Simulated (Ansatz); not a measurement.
# C2H7ClFNOSi: the cost of one run

Program: Ansatz 0.2.0. Level of theory: RKS r2SCANh-D4/STO-3G. These are calculated values, not measurements.

## 1. The starting structure

Bond lengths: Si1–F2 1.590 Å, Si1–O3 1.680 Å, O3–H4 1.010 Å, Si1–N5 1.819 Å, N5–C6 1.470 Å, C6–H7 1.110 Å, C6–H8 1.110 Å, C6–H9 1.110 Å, N5–C10 1.470 Å, C10–H11 1.110 Å, C10–H12 1.110 Å, C10–H13 1.110 Å, Si1–Cl14 2.128 Å. Angles (14 of 22 angles, heavy atoms first): F2–Si1–O3 109.4°, F2–Si1–N5 109.5°, F2–Si1–Cl14 109.5°, O3–Si1–N5 109.5°, O3–Si1–Cl14 109.5°, N5–Si1–Cl14 109.5°, Si1–N5–C6 120.0°, Si1–N5–C10 120.0°, C6–N5–C10 120.0°, Si1–O3–H4 109.5°, N5–C6–H7 109.5°, N5–C6–H8 109.5°, N5–C6–H9 109.5°, N5–C10–H11 109.5°.

Structure file:

```xyz
14

Si    0.0000    0.0000    0.0000
F     0.0000    0.0000    1.5900
O     1.5842    0.0000   -0.5594
H     1.9006   -0.9521   -0.6761
N    -0.8572    1.4851   -0.6061
C    -2.2719    1.4087   -0.9981
H    -2.8245    0.7784   -0.2704
H    -2.7088    2.4290   -1.0098
H    -2.3521    0.9607   -2.0106
C    -0.1354    2.7620   -0.7039
H    -0.2436    3.1711   -1.7300
H    -0.5567    3.4827    0.0276
H     0.9399    2.5975   -0.4831
Cl   -1.0032   -1.7381   -0.7093
```

## 2. Preparing the start

File input.yaml:

```yaml
crystal:
  periodic: [false, false, false]
  atoms:
    - { symbol: Si, position_ang: [0.0, 0.0, 0.0] }
    - { symbol: F, position_ang: [0.0, 0.0, 1.59] }
    - { symbol: O, position_ang: [1.5842, 0.0, -0.5594] }
    - { symbol: H, position_ang: [1.9006, -0.9521, -0.6761] }
    - { symbol: "N", position_ang: [-0.8572, 1.4851, -0.6061] }
    - { symbol: C, position_ang: [-2.2719, 1.4087, -0.9981] }
    - { symbol: H, position_ang: [-2.8245, 0.7784, -0.2704] }
    - { symbol: H, position_ang: [-2.7088, 2.429, -1.0098] }
    - { symbol: H, position_ang: [-2.3521, 0.9607, -2.0106] }
    - { symbol: C, position_ang: [-0.1354, 2.762, -0.7039] }
    - { symbol: H, position_ang: [-0.2436, 3.1711, -1.73] }
    - { symbol: H, position_ang: [-0.5567, 3.4827, 0.0276] }
    - { symbol: H, position_ang: [0.9399, 2.5975, -0.4831] }
    - { symbol: Cl, position_ang: [-1.0032, -1.7381, -0.7093] }
basis:
  gaussian: { orbitals: STO-3G }
hamiltonian:
  xc: r2scanh
  dispersion: d4
relax:
  f_tol: 0.02
  max_steps: 40
```

Started as:

```console
> ansatz run input.yaml --threads 1 --pin off --max-ram 2048MiB --backend cpu --events-out ev --progress --plain --runs-dir out
```

What time and memory should one allow on 1 thread of Arm Neoverse V2, shared host?

About 2.5 min, with a peak of 0.25 GiB.
